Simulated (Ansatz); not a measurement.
# BH6NSeSi: the cost of one run

Program: Ansatz 0.2.0, Gaussian basis. Level of theory: functionals in def2-TZVPP, the program's frozen cores in correlated methods. These are calculated values, not measurements.

The runs, in order: PBE-D4, r2SCAN-D4, PBE0-D4, B3LYP-D4, ωB97X-V, ωB97M-V, B2PLYP; CCSD(T)/def2-TZVPP; MP2/def2-QZVPP; extrapolation to the limit.

**1. The geometry**

All runs share one geometry, relaxed beforehand with PBE0-D4 in a triple-zeta def2 set.

10 atoms, charge 0, spin multiplicity 1.

Atoms are counted from 1 here; the program's logs count them from 0.

Bond lengths: B1–Si2 1.937 Å, B1–Se4 2.194 Å, B1–H5 1.200 Å, B1–H6 1.194 Å, Si2–N3 1.693 Å, Si2–Se4 2.477 Å, Si2–H7 1.482 Å, N3–H8 1.006 Å, N3–H9 1.006 Å, Se4–H10 1.470 Å. Angles: Si2–B1–Se4 73.4°, Si2–B1–H5 114.1°, Si2–B1–H6 122.0°, Se4–B1–H5 103.8°, Se4–B1–H6 110.5°, H5–B1–H6 120.1°, B1–Si2–N3 124.7°, B1–Si2–Se4 58.1°, B1–Si2–H7 127.5°, N3–Si2–Se4 116.3°, N3–Si2–H7 107.8°, Se4–Si2–H7 102.5°, Si2–N3–H8 123.4°, Si2–N3–H9 121.4°, H8–N3–H9 112.8°, B1–Se4–Si2 48.5°, B1–Se4–H10 97.7°, Si2–Se4–H10 91.6°.

**2. PBE-D4 (GGA)**

File in.yaml:

```yaml
crystal:
  periodic: [false, false, false]
  atoms:
    - {symbol: B, position_ang: [-1.008306, 0.919425, -0.583353]}
    - {symbol: Si, position_ang: [0.291333, 0.087082, 0.586762]}
    - {symbol: N, position_ang: [0.098940, -1.428375, 1.317227]}
    - {symbol: Se, position_ang: [0.560909, 0.092985, -1.875313]}
    - {symbol: H, position_ang: [-1.964342, 0.233153, -0.820334]}
    - {symbol: H, position_ang: [-1.075206, 2.104011, -0.713663]}
    - {symbol: H, position_ang: [1.579980, 0.653461, 1.051026]}
    - {symbol: H, position_ang: [0.869453, -1.995339, 1.628780]}
    - {symbol: H, position_ang: [-0.756790, -1.949700, 1.224640]}
    - {symbol: H, position_ang: [1.487327, 1.231998, -1.812773]}
basis:
  gaussian: {orbitals: def2-TZVPP}
hamiltonian: {xc: pbe, dispersion: d4}
output: {forces: true, orbitals: {seedname: orbitals}}
```

The run is started by

```console
$ ansatz run in.yaml --threads 4 --pin off --events-out ev --progress --plain --max-ram 10444MiB
```

What time and memory should one allow on 4 threads of Arm Neoverse V1, shared host?

About 3.2 s, with a peak of 0.31 GiB.
